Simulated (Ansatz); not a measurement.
**HfCl (sextet): wave-function methods side by side at distance Hf1–Cl2 = 10.821 Å, def2-SVP**

An exercise on one series of results from a longer session: the logs are not shown, and one member is left open.

Program: Ansatz 0.2.0, Gaussian basis. Level of theory: def2-SVP, core rule «outside noble gas», up to 9 orbitals frozen. These are calculated values, not measurements.

The runs, in order: UHF; CCSD(T) on ROHF; CCSD(T) on UHF; CISD; CCSDT(Q) on ROHF; CCSDT(Q) on UHF; CASSCF and MRCISD+Q, 7 electrons in 7 orbitals; CASSCF and NEVPT2, 7 electrons in 7 orbitals.

45 further runs of the same task are left out: 22 for a known fault of the program, 2 for a mislabelled method, 17 that didn't finish, 4 set aside as unsound or not needed.

**The system**

The geometry derives from a PBE0/def2-TZVP stationary point (not a proven minimum). One bond is set to the value named and the two fragments are kept rigid. No spin-orbit coupling is included. Elements past krypton take def2 core potentials.

2 atoms, charge 0, spin multiplicity 6.

Atoms are counted from 1 here; the program's logs count them from 0.

No contacts short enough for the rule that draws bonds.

The first run:

in.yaml

```yaml
crystal:
  periodic: [false, false, false]
  atoms:
    - {symbol: Hf, position_ang: [0.000000, 0.000000, 0.000000]}
    - {symbol: Cl, position_ang: [0.000000, 0.000000, 10.821000]}
basis:
  gaussian: {orbitals: def2-SVP}
magnetization: {spin_polarized: true, initial_magnetization: 5}
hamiltonian: {xc: hf}
output: {orbitals: {seedname: orbitals}}
```

Run with:

```sh
$ ansatz run in.yaml --threads 1 --pin off --events-out ev --progress --plain --max-ram 2393MiB
```

Steps of the session up to this table: UHF; CCSD(T) on ROHF; CCSD(T) on UHF; CISD; CCSDT(Q) on ROHF; CCSDT(Q) on UHF; CASSCF and MRCISD+Q, 7 electrons in 7 orbitals; CASSCF and NEVPT2, 7 electrons in 7 orbitals.

One table of the session follows, with a row left open; its other results are not shown here.

It belongs to the step «Misses and costs». 

```
       method  from RCCSDT(Q) (meV)
         ROHF               +4295.3
          UHF               +4072.7
         RMP2                +664.7
         UMP2                +571.1
         CISD                +256.5
        RCCSD                 +50.5
        UCCSD                 -58.3
     RCCSD(T)                 +12.5
     UCCSD(T)                 -94.0
       RCCSDT                     ?
       UCCSDT                -102.6
    RCCSDT(Q)                     0
    UCCSDT(Q)                -106.0
  CASSCF pair               +3992.2
  NEVPT2 pair                +734.4
  MRCISD pair                +229.4
MRCISD+Q pair                  -6.1
```

Q: Estimate the row for RCCSDT from the others.

The run gave: from RCCSDT(Q) (meV): +3.4. In the column «from RCCSDT(Q) (meV)» it lies between RCCSDT(Q) (0) and RCCSD(T) (+12.5).

Caveats from the session: Restricted and unrestricted rows rest on different reference determinants; where their highest levels disagree by more than a few hundredths of an eV, they describe different states and don't form one ladder.
